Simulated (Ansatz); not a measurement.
**PBE0/6-311+G(d,p) run of C3H3N (acrylonitrile)**

What is the electronic atomisation energy of C3H3N (acrylonitrile) at PBE0/6-311+G**? 

Program for the calculation: Ansatz 0.2.0.

44 further runs of the same task are left out: 44 set aside as unsound or not needed.

### 1 The molecule

C3H3N has 7 atoms, charge 0, and is taken as a singlet. As SMILES, `C=CC#N`. The coordinates come from a PBE0-D4/def2-TZVP relaxation.

Bond lengths: C1–C2 1.329 Å, C2–C3 1.423 Å, C3–N4 1.152 Å, C1–H5 1.083 Å, C1–H6 1.083 Å, C2–H7 1.085 Å. Angles: C1–C2–C3 122.7°, C2–C3–N4 178.9°, C1–C2–H7 121.5°, C3–C2–H7 115.8°, C2–C1–H5 121.6°, C2–C1–H6 120.6°, H5–C1–H6 117.9°.

### 2 A single-point energy at PBE0/6-311+G(d,p)

Contents of run.yaml:

```yaml
crystal:
  periodic: [false, false, false]
  atoms:
    - {symbol: C, position_ang: [-0.540840, 0.829550, -0.350560]}
    - {symbol: C, position_ang: [0.371580, 0.105220, 0.289410]}
    - {symbol: C, position_ang: [0.413320, -1.315880, 0.218830]}
    - {symbol: "N", position_ang: [0.465120, -2.465750, 0.175380]}
    - {symbol: H, position_ang: [-1.304630, 0.366690, -0.963300]}
    - {symbol: H, position_ang: [-0.540500, 1.909410, -0.272510]}
    - {symbol: H, position_ang: [1.135950, 0.570750, 0.902750]}
basis:
  gaussian:
    orbitals: 6-311+G_st__st_.json
hamiltonian:
  xc: pbe0
accuracy: high
output: {orbitals: {seedname: orbitals}}
```

The basis set 6-311+G** is read from a file made from the Basis Set Exchange's data (not shown).

Started as:

```console
$ ansatz run run.yaml --threads 1 --pin off --max-ram 3480MiB --events-out events.jsonl --progress --plain --runs-dir runs
```

Output:

```text
Warning: RAYON_NUM_THREADS=1 ignored (pool sized by the plan → 1); use --threads N
Functional definition: PBE0
  name "PBE0"
  parameter a = 0.25
  parameter kappa = 0.804
  parameter beta = 0.06672455060314922
  exchange = (1 - a)*pbe_x(kappa = kappa, mu = beta*pi^2/3) + a*exact_x
  correlation = pbe_c(beta = beta)
1939 factors; integrals over basis functions are off by at most 3.6e-9 eV
mean field evaluation 1: about -4638.3791 eV, gradient 5.0e1 eV
mean field evaluation 2: about -4637.4667 eV, gradient 5.4e1 eV
mean field evaluation 4: about -4644.0431 eV, gradient 2.3e0 eV
mean field evaluation 8: about -4644.0537 eV, gradient 3.3e-2 eV
mean field evaluation 16: about -4644.0537 eV, gradient 2.0e-6 eV
mean field -4644.05371585 eV, -170.6658262050 hartree, gradient 8.6e-8 eV, S^2 0.000000; 0 other end points of the search recorded, 0 dependent functions left out
reference -4644.05372013 eV, -170.6658263623 hartree; 14, 14 occupied and 92, 92 virtual orbitals, 1939 factors
Total energy: -4644.05372013 eV, -170.6658263623 hartree
```

Run time: 5.1 s. Hardware: 1 thread of Arm Neoverse V2, shared host; peak memory 0.29 GiB.

### 3 The C atom

Contents of in.yaml:

```yaml
crystal:
  periodic: [false, false, false]
  atoms:
    - {symbol: C, position_ang: [0.000000, 0.000000, 0.000000]}
basis:
  gaussian:
    orbitals: 6-311+G_st__st_.json
magnetization:
  spin_polarized: true
  initial_magnetization: 2
hamiltonian:
  xc: pbe0
accuracy: high
```

The basis set 6-311+G** is read from a file made from the Basis Set Exchange's data (not shown).

Started as:

```console
$ ansatz run in.yaml --threads 1 --pin off --max-ram 3480MiB --events-out events.jsonl --progress --plain --runs-dir runs
```

Output:

```text
Warning: RAYON_NUM_THREADS=1 ignored (pool sized by the plan → 1); use --threads N
Functional definition: PBE0
  name "PBE0"
  parameter a = 0.25
  parameter kappa = 0.804
  parameter beta = 0.06672455060314922
  exchange = (1 - a)*pbe_x(kappa = kappa, mu = beta*pi^2/3) + a*exact_x
  correlation = pbe_c(beta = beta)
169 factors; integrals over basis functions are off by at most 2.6e-9 eV
mean field evaluation 1: about -1028.5387 eV, gradient 4.8e0 eV
mean field evaluation 2: about -1028.6530 eV, gradient 1.8e0 eV
mean field evaluation 4: about -1028.6709 eV, gradient 3.2e-1 eV
mean field evaluation 8: about -1028.6713 eV, gradient 1.1e-3 eV
mean field -1028.67125204 eV, -37.8029712541 hartree, gradient 3.8e-8 eV, S^2 2.002946; 0 other end points of the search recorded, 0 dependent functions left out
reference -1028.67125500 eV, -37.8029713630 hartree; 4, 2 occupied and 18, 20 virtual orbitals, 169 factors
Total energy: -1028.67125500 eV, -37.8029713630 hartree
```

Wall time 0.28 s (1 thread of Arm Neoverse V2, shared host).

### 4 The H atom

Contents of input.yaml:

```yaml
crystal:
  periodic: [false, false, false]
  atoms:
    - {symbol: H, position_ang: [0.000000, 0.000000, 0.000000]}
basis:
  gaussian: {orbitals: 6-311+G_st__st_.json}
magnetization: {spin_polarized: true, initial_magnetization: 1}
hamiltonian: {xc: pbe0}
accuracy: high
```

The basis set 6-311+G** is read from a file made from the Basis Set Exchange's data (not shown).

Run the same way, it converges to -0.50104 Eh (log not shown).

### 5 The N atom at the same level

Contents of molecule.yaml:

```yaml
crystal:
  periodic: [false, false, false]
  atoms:
    - symbol: "N"
      position_ang: [0.000000, 0.000000, 0.000000]
basis:
  gaussian: {orbitals: 6-311+G_st__st_.json}
magnetization: {spin_polarized: true, initial_magnetization: 3}
hamiltonian: {xc: pbe0}
accuracy: high
```

The basis set 6-311+G** is read from a file made from the Basis Set Exchange's data (not shown).

Run the same way, it converges to -54.54033 Eh (log not shown).

### 6 Outcome

Level: PBE0/6-311+G**.

| quantity | value |
| --- | --- |
| molecule: total energy | -170.66583 Eh |
| molecule: HOMO energy | -8.50 eV |
| molecule: LUMO energy | -1.76 eV |
| molecule: HOMO–LUMO gap | 6.74 eV |
| C atom: total energy | -37.80297 Eh |
| C atom: ⟨S²⟩ | 2.003 |
| H atom: total energy | -0.50104 Eh |
| H atom: ⟨S²⟩ | 0.750 |
| N atom: total energy | -54.54033 Eh |
| N atom: ⟨S²⟩ | 3.753 |
| electronic atomisation energy | 33.020 eV |

Taking the molecule apart into free atoms costs 33.02 eV (3186 kJ/mol), before zero-point energy and without spin-orbit coupling.
